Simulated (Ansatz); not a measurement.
# C2H7GaSi: one species, many methods

One table from this session's results is given with a row withheld; the runs are named, their logs left out.

Program: Ansatz 0.2.0, Gaussian basis. Level of theory: functionals in def2-TZVPP, the program's frozen cores in correlated methods. These are calculated values, not measurements.

Levels to be run: PBE-D4, r2SCAN-D4, PBE0-D4, B3LYP-D4, ωB97X-V, ωB97M-V, B2PLYP; CCSD(T)/def2-TZVPP; MP2/def2-QZVPP; extrapolation to the limit.

**The relaxed structure**

All runs share one geometry, relaxed beforehand with PBE0-D4 in a triple-zeta def2 set.

SMILES `C1[CH2][GaH][SiH2]1`, 11 atoms, charge 0, spin multiplicity 1.

Atoms are counted from 1 here; the program's logs count them from 0.

Bond lengths: C1–C2 1.548 Å, C1–Si4 1.912 Å, C1–H5 1.095 Å, C1–H6 1.094 Å, C2–Ga3 2.013 Å, C2–H7 1.097 Å, C2–H8 1.092 Å, Ga3–Si4 2.407 Å, Ga3–H9 1.569 Å, Si4–H10 1.495 Å, Si4–H11 1.492 Å. Angles: C2–C1–Si4 102.6°, C2–C1–H5 110.1°, C2–C1–H6 113.9°, Si4–C1–H5 107.6°, Si4–C1–H6 115.6°, H5–C1–H6 106.8°, C1–C2–Ga3 97.9°, C1–C2–H7 110.5°, C1–C2–H8 114.5°, Ga3–C2–H7 106.9°, Ga3–C2–H8 119.7°, H7–C2–H8 106.8°, C2–Ga3–Si4 75.0°, C2–Ga3–H9 135.3°, Si4–Ga3–H9 149.4°, C1–Si4–Ga3 76.5°, C1–Si4–H10 110.5°, C1–Si4–H11 116.8° and more.

Set-up of the first run:

The input, in.yaml:

```yaml
crystal:
  periodic: [false, false, false]
  atoms:
    - {symbol: C, position_ang: [-0.874763, 0.499817, 0.205179]}
    - {symbol: C, position_ang: [-0.340379, 0.070549, -1.182454]}
    - {symbol: Ga, position_ang: [1.573550, -0.259620, -0.653185]}
    - {symbol: Si, position_ang: [0.330670, -0.374936, 1.404836]}
    - {symbol: H, position_ang: [-0.750280, 1.579808, 0.338690]}
    - {symbol: H, position_ang: [-1.935835, 0.282045, 0.358402]}
    - {symbol: H, position_ang: [-0.761887, -0.899197, -1.473353]}
    - {symbol: H, position_ang: [-0.566001, 0.768998, -1.991533]}
    - {symbol: H, position_ang: [2.953882, -0.249543, -1.399067]}
    - {symbol: H, position_ang: [-0.136923, -1.764860, 1.694533]}
    - {symbol: H, position_ang: [0.573266, 0.290039, 2.718554]}
basis:
  gaussian: {orbitals: def2-TZVPP}
hamiltonian: {xc: pbe, dispersion: d4}
output: {forces: true, orbitals: {seedname: orbitals}}
```

Launch:

```sh
$ ansatz run in.yaml --threads 4 --pin off --events-out ev --progress --plain --max-ram 10444MiB
```

Steps of the session up to this table: PBE-D4 (GGA); r2SCAN-D4 (meta-GGA); PBE0-D4 (hybrid); B3LYP-D4 (hybrid); ωB97X-V (range-separated); ωB97M-V (range-separated); B2PLYP (double hybrid); CCSD(T) in def2-TZVPP; MP2 in def2-QZVPP.

One of the session's tables, all rows but one given; the rest of the session is left out.

| method | atomisation energy (eV) |
| --- | --- |
| PBE-D4 | 37.973 |
| r2SCAN-D4 | 37.790 |
| PBE0-D4 | 37.713 |
| B3LYP-D4 | 37.454 |
| ωB97X-V | 37.845 |
| ωB97M-V | 37.644 |
| B2PLYP | ? |
| HF/def2-TZVPP | 27.990 |
| MP2/def2-TZVPP | 37.099 |
| CCSD/def2-TZVPP | 36.433 |
| CCSD(T)/def2-TZVPP | 36.915 |
| MP2/CBS | 37.880 |
| CCSD(T)/CBS | 37.695 |

Estimate the missing values for B2PLYP.

The run gave: atomisation energy (eV): 37.093. In the column «atomisation energy (eV)» it lies between CCSD(T)/def2-TZVPP (36.915) and MP2/def2-TZVPP (37.099).
